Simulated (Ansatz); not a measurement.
# C4H6I: the cost of one run

Computed with Ansatz 0.2.0 (the levels named in each step, unless a step's input says otherwise).

## Step 1: The system as given

Bond lengths: C1–C2 1.368 Å, C2–C3 1.509 Å, C2–C4 1.382 Å, C4–I5 2.085 Å, C1–H6 1.074 Å, C1–H7 1.075 Å, C3–H8 1.087 Å, C3–H9 1.097 Å, C3–H10 1.080 Å, C4–H11 1.075 Å. Angles (14 of 15 angles, heavy atoms first): C1–C2–C3 118.7°, C1–C2–C4 124.8°, C3–C2–C4 116.6°, C2–C4–I5 124.9°, C2–C1–H6 120.8°, C2–C1–H7 121.9°, C2–C3–H8 111.6°, C2–C3–H9 109.7°, C2–C3–H10 110.1°, C2–C4–H11 121.9°, I5–C4–H11 113.2°, H6–C1–H7 117.3°, H8–C3–H9 108.4°, H8–C3–H10 108.8°.

Structure file:

```xyz
11

C    -1.8893    1.7334    0.0920
C    -2.0834    0.4120   -0.2035
C    -3.4853   -0.0675   -0.4886
C    -1.0810   -0.5378   -0.2644
I     0.9387   -0.1652    0.0958
H    -2.7166    2.4181    0.1226
H    -0.9128    2.1314    0.2997
H    -3.5067   -1.1318   -0.7070
H    -4.1254    0.1211    0.3820
H    -3.8973    0.4691   -1.3305
H    -1.2853   -1.5647   -0.5084
```

## Step 2: A rough first relaxation, PBE-D4/def2-SVP

This run stands in another session on the same molecule. It ended at:

```xyz
11

C    -1.8826    1.7633    0.0985
C    -2.0824    0.4172   -0.2016
C    -3.4944   -0.0742   -0.4882
C    -1.0653   -0.5453   -0.2611
I     0.9655   -0.1812    0.0870
H    -2.7311    2.4628    0.1294
H    -0.8788    2.1584    0.3143
H    -3.5211   -1.1570   -0.7162
H    -4.1563    0.1058    0.3835
H    -3.9302    0.4667   -1.3530
H    -1.2678   -1.5983   -0.5030
```

## Step 3: Relaxation, PBE0-D4/def2-TZVPP

input.yaml reads:

```yaml
crystal:
  periodic: [false, false, false]
  atoms:
    - { symbol: C, position_ang: [-1.8826008, 1.76329622, 0.09845167] }
    - { symbol: C, position_ang: [-2.08235574, 0.41716772, -0.20159908] }
    - { symbol: C, position_ang: [-3.49435127, -0.07424212, -0.48818844] }
    - { symbol: C, position_ang: [-1.06534714, -0.54531345, -0.26112561] }
    - { symbol: I, position_ang: [0.96545623, -0.18120764, 0.08700466] }
    - { symbol: H, position_ang: [-2.73114886, 2.46280624, 0.12939085] }
    - { symbol: H, position_ang: [-0.87879956, 2.1583862, 0.31434465] }
    - { symbol: H, position_ang: [-3.52109213, -1.15700866, -0.71618437] }
    - { symbol: H, position_ang: [-4.15629781, 0.10577221, 0.38353183] }
    - { symbol: H, position_ang: [-3.93017528, 0.46667415, -1.35297673] }
    - { symbol: H, position_ang: [-1.26776764, -1.59827087, -0.50300944] }
magnetization:
  spin_polarized: true
  initial_magnetization: 1
basis:
  gaussian: { orbitals: def2-TZVPP }
hamiltonian:
  xc: pbe0
  dispersion: d4
relax:
  f_tol: 0.002
  max_steps: 150
```

Run with:

```bash
> ansatz run input.yaml --threads 4 --pin off --max-ram 10240MiB --backend cpu --events-out ev --progress --plain --runs-dir out
```

What time and memory should one allow on 4 threads of AMD EPYC 9R45 (Zen 5), shared host?

About 30 s, with a peak of 0.94 GiB.
